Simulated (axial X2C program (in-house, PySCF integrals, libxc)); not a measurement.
# PtNa: properties at the nuclei

Aim: properties at the nuclei of PtNa, with spin–orbit coupling in the Hamiltonian from the start.

The runs use an in-house X2C program for linear molecules on PySCF integrals; two-component X2C with atomic mean-field terms, Pt dyall-cv3z, Na dyall-cv3z.

All values are calculated.

**1. Set-up**

Input file task.json:

```json
{"zs": [78, 11], "q": 0, "bas": ["dyall-cv3z", "dyall-cv3z"], "r0": 2.78, "levels": ["PBE0", "HF", "PBE50", "r2SCAN", "LDA"], "nst": 3}
```

Keys: zs atomic numbers; q charge; bas basis sets; r0 starting distance in Å; levels methods (HF also brings MP2); nst determinants followed.

Started as:

```bash
$ python soeom.py task.json out
```

Nuclei are Gaussian, cores are contracted, and the Gaunt term is on.

**2. Expectation values, lowest determinant**

R = 2.617 Å. State: Ω = 5/2 (excess of +ω over −ω: ω = 5/2).

Output of the PBE0 run:

```text
two-component X2C + atomic mean field  PBE0
basis functions 250  fitting functions 1183  grid points 5085
iter        total energy     max residual
   1     -18579.793766982     3.52e-05
   2     -18579.793766982     2.03e-06
converged
one-electron -25812.72587642  Coulomb 7451.89736027  exact exchange -92.40969662  xc functional -283.14374262  nuclear repulsion 173.49409514  atomic mean-field constant -16.90590672
```

The highest occupied spinor is 40% Pt s, 36% Pt d, 14% Na s.

```csv
level,Eeff magnitude (GV/cm),Ws magnitude Pt (kHz),A∥/gI Pt (MHz),qzz Pt (a.u.),A∥/gI Na (MHz),qzz Na (a.u.),μ (D)
PBE0,3,1.36,858,-5.81,-3.84,-0.13,6.75
HF,22.7,10.4,1360,-6.01,-20.5,-0.14,6.03
PBE50,4.48,2.02,880,-5.94,-5.18,-0.14,6.72
r2SCAN,4.34,1.96,1050,-5.82,-2.4,-0.15,7.18
LDA,1.38,0.643,815,-5.61,-2.59,-0.11,6.90
```

Eeff is the effective electric field on the electron dipole moment in this Ω state and Ws the scalar–pseudoscalar constant (defined with the proton number Z and per Ω); A∥ is the parallel hyperfine constant, which follows by multiplying with the nuclear g factor gI = μI/(I μN); qzz is the electric field gradient, eQq0 = 234.96 MHz × Q/barn × qzz; μ is positive if Na is the positive end. The operators were transformed with the bare-nucleus X2C matrices.

**3. Expectation values, a higher determinant**

R = 2.617 Å. State: Ω = 3/2 (excess of +ω over −ω: ω = 3/2), 0.18 eV above the lowest in the PBE0 search for states (made at or near this distance, with looser thresholds).

Output of the PBE0 run:

```text
two-component X2C + atomic mean field  PBE0
basis functions 250  fitting functions 1183  grid points 5085
iter        total energy     max residual
   1     -18579.787020324     4.20e-05
   2     -18579.787020325     4.85e-06
converged
one-electron -25812.92901350  Coulomb 7452.10759860  exact exchange -92.40946213  xc functional -283.14433171  nuclear repulsion 173.49409514  atomic mean-field constant -16.90590672
```

The highest occupied spinor is 43% Pt d, 36% Pt s, 12% Na s.

```
 level  Eeff magnitude (GV/cm)  Ws magnitude Pt (kHz)  A∥/gI Pt (MHz)  qzz Pt (a.u.)  A∥/gI Na (MHz)  qzz Na (a.u.)  μ (D)
  PBE0                   0.698                  0.611             767           2.29           -8.25          -0.13   6.79
    HF                    6.45                   4.76            1310           1.19           -25.6          -0.14   6.01
 PBE50                    1.52                   1.18             801           1.83           -9.27          -0.14   6.72
r2SCAN                   0.135                 0.0462             892           3.35           -10.3          -0.15   7.26
   LDA                   0.226                 0.0724             725           2.52           -4.51          -0.12   7.02
```

**4. Expectation values, a higher determinant**

R = 2.617 Å. State: Ω = 1/2 (excess of +ω over −ω: ω = 1/2), 0.23 eV above the lowest in the PBE0 search for states (made at or near this distance, with looser thresholds).

Output of the PBE0 run:

```text
two-component X2C + atomic mean field  PBE0
basis functions 250  fitting functions 1183  grid points 5085
iter        total energy     max residual
   1     -18579.785155164     5.36e-05
   2     -18579.785155170     3.13e-05
   3     -18579.785155174     1.31e-05
   4     -18579.785155174     1.06e-05
   5     -18579.785155176     2.73e-06
converged
one-electron -25813.50348999  Coulomb 7452.69576162  exact exchange -92.41184433  xc functional -283.15377088  nuclear repulsion 173.49409514  atomic mean-field constant -16.90590672
```

The highest occupied spinor is 100% Pt d.

```
 level  Eeff magnitude (GV/cm)  Ws magnitude Pt (kHz)  A∥/gI Pt (MHz)  qzz Pt (a.u.)  A∥/gI Na (MHz)  qzz Na (a.u.)  μ (D)
  PBE0                    1.12                   2.79            2850           6.10           -30.6          -0.11   6.69
    HF                    8.69                   19.5            3000           6.03           -73.2          -0.11   5.96
 PBE50                    1.65                   3.88            2150           6.23           -31.5          -0.12   6.62
r2SCAN                    3.82                   8.63            4000           6.43           -48.6          -0.12   7.13
   LDA                   0.354                  0.533            4110           5.57           -13.6          -0.10   6.89
```

**5. What came out**

| quantity | value |
| --- | --- |
| lowest determinant | Ω = 5/2 (excess of +ω over −ω: ω = 5/2) |
| Eeff magnitude (GV/cm), PBE0 | 3 |
| Ws magnitude Pt (kHz), PBE0 | 1.36 |
| A∥/gI Pt (MHz), PBE0 | 858 |
| qzz Pt (a.u.), PBE0 | -5.81 |
| higher determinant | Ω = 3/2 (excess of +ω over −ω: ω = 3/2) |
| Eeff magnitude (GV/cm), PBE0, higher determinant | 0.698 |
| Ws magnitude Pt (kHz), PBE0, higher determinant | 0.611 |
| A∥/gI Pt (MHz), PBE0, higher determinant | 767 |
| qzz Pt (a.u.), PBE0, higher determinant | 2.29 |
| higher determinant | Ω = 1/2 (excess of +ω over −ω: ω = 1/2) |
| Eeff magnitude (GV/cm), PBE0, higher determinant | 1.12 |
| Ws magnitude Pt (kHz), PBE0, higher determinant | 2.79 |
| A∥/gI Pt (MHz), PBE0, higher determinant | 2850 |
| qzz Pt (a.u.), PBE0, higher determinant | 6.10 |

In the first state, the effective field runs from 1.38 to 22.7 GV/cm over the mean-field levels, so the levels don't agree on it. The expectation values come from single determinants, which for open shells can mix terms of unlike spin or miss the lowest Ω, so a determinant need not be a state. Eeff is the effective electric field on the electron dipole moment in this Ω state and Ws the scalar–pseudoscalar constant (defined with the proton number Z and per Ω); A∥ is the parallel hyperfine constant, which follows by multiplying with the nuclear g factor gI = μI/(I μN); qzz is the electric field gradient, eQq0 = 234.96 MHz × Q/barn × qzz; μ is positive if Na is the positive end. The operators were transformed with the bare-nucleus X2C matrices.
